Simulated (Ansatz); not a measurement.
# TaSi2Ge3: the cost of one run

Program: Ansatz 0.2.0. Level of theory: DFT PBE, scalar-relativistic, plane waves, PAW. These are calculated values, not measurements.

## (1) The system as given

The structure is hexagonal, space group P6/mmm (No. 191). Conventional cell: a = 3.976 Å, b = 3.976 Å, c = 8.066 Å, α = 90.00°, β = 90.00°, γ = 120.00°. Around Ta (site symmetry 6/mmm) lie 2 Ge at 1.64 Å. Around Si (site symmetry -6m2) lie 3 Ge at 2.30 Å and 3 Si at 2.30 Å. Ge (site symmetry 6mm) is surrounded by 1 Ta at 1.64 Å. Around Ge (site symmetry 6/mmm) lie 6 Si at 2.30 Å and 2 Ge at 2.40 Å.

Structure file:

```
Ta Si Ge
1.0
     3.97567    0.00000    0.00000
    -1.98784    3.44303    0.00000
     0.00000    0.00000    8.06586
Ta Si Ge
1 2 3
Cartesian
  0.0000 0.0000 4.0329
  0.0000 2.2954 0.0000
  1.9878 1.1477 0.0000
  0.0000 0.0000 5.6691
  0.0000 0.0000 2.3968
  0.0000 0.0000 0.0000
```

A structure generator made this guess: random cell by space group and Wyckoff sites (P6/mmm, No. 191). Its size is a rough estimate.

## (2) Probe: one point on a coarse mesh

Input file input.yaml:

```yaml
crystal:
  lattice:
    - [3.97567139, 0.0, 0.0]
    - [-1.98783569, 3.44303242, 0.0]
    - [0.0, 0.0, 8.06585708]
  atoms:
    - { symbol: Ta, position: [0.0, 0.0, 0.5] }
    - { symbol: Si, position: [0.33333333, 0.66666667, 0.0] }
    - { symbol: Si, position: [0.66666667, 0.33333333, 0.0] }
    - { symbol: Ge, position: [0.0, 0.0, 0.70284541] }
    - { symbol: Ge, position: [0.0, 0.0, 0.29715459] }
    - { symbol: Ge, position: [0.0, 0.0, 0.0] }
basis:
  ecutwfc: 420
kpoints:
  mp_grid: { grid: [6, 6, 2] }
hamiltonian:
  xc: pbe
scf:
  occupations: { method: gaussian, width: 0.1 }
  lower_state_search: "off"
output:
  forces: true
  stress: true
  eigenvalues: true
```

The run is started by

```sh
$ ansatz run input.yaml --threads 1 --pin off --max-ram 2560MiB --backend cpu --events-out ev --progress --plain --runs-dir out
```

Q: Estimate wall time and peak memory on 1 thread of Arm Neoverse V2, shared host.

About 3.8 s, with a peak of 0.38 GiB.
